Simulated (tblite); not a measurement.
# C3H9NOSi3: the cost of one run

Programs: tblite 0.8.0 and PySCF 2.14.0, with density-fitted response routines of our own. Each step states its level of theory. These are calculated values for one molecule in the gas phase, unless marked as measured. Atoms count from 0, in the outputs and in this text.

**1. Starting geometry**

17 atoms, charge 0, multiplicity 1; geometry from: force field or distance geometry start.

Bonds of the start (Å): N0–C1 1.16, C1–C2 1.47, C2–C3 1.49, C3–O4 1.23, C2–Si5 1.86, Si5–Si6 2.25, Si5–Si7 2.21, C2–H8 1.11, C3–H9 1.08, Si5–H10 1.46, Si6–H11 1.47, Si6–H12 1.49, Si6–H13 1.46, Si7–H14 1.46, Si7–H15 1.47, Si7–H16 1.47.

**2. Geometry optimisation with GFN2-xTB**

What the job is given:

```
{"job": {"kind": "relax", "xc": "GFN2-xTB", "basis": "xTB"}, "charge": 0, "multiplicity": 1}
N      2.136500     2.305200    -1.591700
C      1.344400     1.879100    -0.859800
C      0.357300     1.310600     0.074000
C     -0.848700     2.188600     0.154400
O     -1.974200     1.774600    -0.138400
Si    -0.016900    -0.419400    -0.491900
Si     1.696300    -1.666100     0.274600
Si    -1.934900    -1.211300     0.271600
H      0.772700     1.227800     1.098200
H     -0.766900     3.207000     0.513800
H      0.019100    -0.493000    -1.954300
H      2.956300    -1.253100    -0.362100
H      1.833800    -1.487000     1.742500
H      1.486800    -3.094700     0.047100
H     -2.690200    -0.160200     0.939400
H     -2.713100    -1.730800    -0.864900
H     -1.665300    -2.365300     1.137800
```

Run with:

```console
> OMP_NUM_THREADS=1 python probes_run.py task.json out
```

This one command runs all jobs of the session in turn.

Q: Estimate the wall time and peak memory of this first job on 1 thread of Arm Neoverse N1, shared host.

About 3.3 s, with a peak of 0.18 GiB.
